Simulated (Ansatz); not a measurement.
# Pt4Au: the cost of one run

Computed with Ansatz 0.2.0 (DFT PBE+D3(BJ), scalar-relativistic, plane waves, PAW, unless a step's input says otherwise).

2 further runs of the same task are left out: 2 set aside as unsound or not needed.

## Step 1: Starting point

Symmetry: P3m1, No. 156, trigonal system. The conventional cell has a = 2.778 Å, b = 2.778 Å, c = 23.805 Å, α = 90.00°, β = 90.00°, γ = 120.00°. Around Pt (site symmetry 3m) lie 9 Pt at 2.78 Å. Around Pt (site symmetry 3m) lie 12 Pt at 2.77 to 2.78 Å. Pt (site symmetry 3m) is surrounded by 12 Pt at 2.77 to 2.80 Å. Pt (site symmetry 3m) is surrounded by 9 Pt at 2.78 to 2.80 Å.

Coordinates:

```xyz
4
Lattice="2.7779 0.0000 0.0000 -1.3890 2.4058 0.0000 0.0000 0.0000 23.8045" Properties=species:S:1:pos:R:3 pbc="T T T"
Pt    1.3890    0.8019    8.5000
Pt    0.0000    1.6038   10.7682
Pt    0.0000    0.0000   13.0212
Pt    1.3890    0.8019   15.3154
```

Planes are indexed in the bulk's conventional cell (Fm-3m (No. 225)), a = 3.929 Å, b = 3.929 Å, c = 3.929 Å, α = 90.00°, β = 90.00°, γ = 90.00°.

It is a (111) slab, 6.8 Å thick as cut, with 17 Å of vacuum; its outer planes are Pt (top) and Pt (bottom). An earlier relaxation, lower half held, gave -50093.1869 eV, work function 5.70 eV.

## Step 2: Start: Au, top (Pt)

Contents of input.yaml:

```yaml
crystal:
  lattice:
    - [2.7779442297, 0.0, 0.0]
    - [-1.3889721148, 2.4057702732, 0.0]
    - [0.0, 0.0, 25.8045458966]
  atoms:
    - { symbol: Pt, position: [0.6666666667, 0.3333333333, 0.329399325] }
    - { symbol: Pt, position: [0.3333333333, 0.6666666667, 0.4172978671] }
    - { symbol: Pt, position: [0.0, 0.0, 0.5046094462] }
    - { symbol: Pt, position: [0.6666666667, 0.3333333333, 0.5935153745] }
    - { symbol: Au, position: [0.6666666667, 0.3333333333, 0.6989231585] }
basis:
  ecutwfc: 420
kpoints:
  mp_grid: { grid: [12, 12, 1] }
hamiltonian:
  xc: pbe
  dispersion: d3bj
scf:
  occupations: { method: gaussian, width: 0.1 }
output:
  forces: true
  eigenvalues: true
  write_density: true
  write_potential: true
  elf: true
  volumetric_format: npy
relax:
  adjacent_minimum: "off"
  f_tol: 0.03
  max_steps: 70
  constraints: [{ sites: [0, 1] }]
efield:
  axis: 3
  dipole_correction: true
```

The run is started by

```sh
$ ansatz run input.yaml --threads 2 --pin off --max-ram 5120MiB --backend cpu --events-out ev --progress --plain --runs-dir out
```

What time and memory should one allow on 2 threads of Arm Neoverse N1, shared host?

About 1.7 min, with a peak of 0.5 GiB.
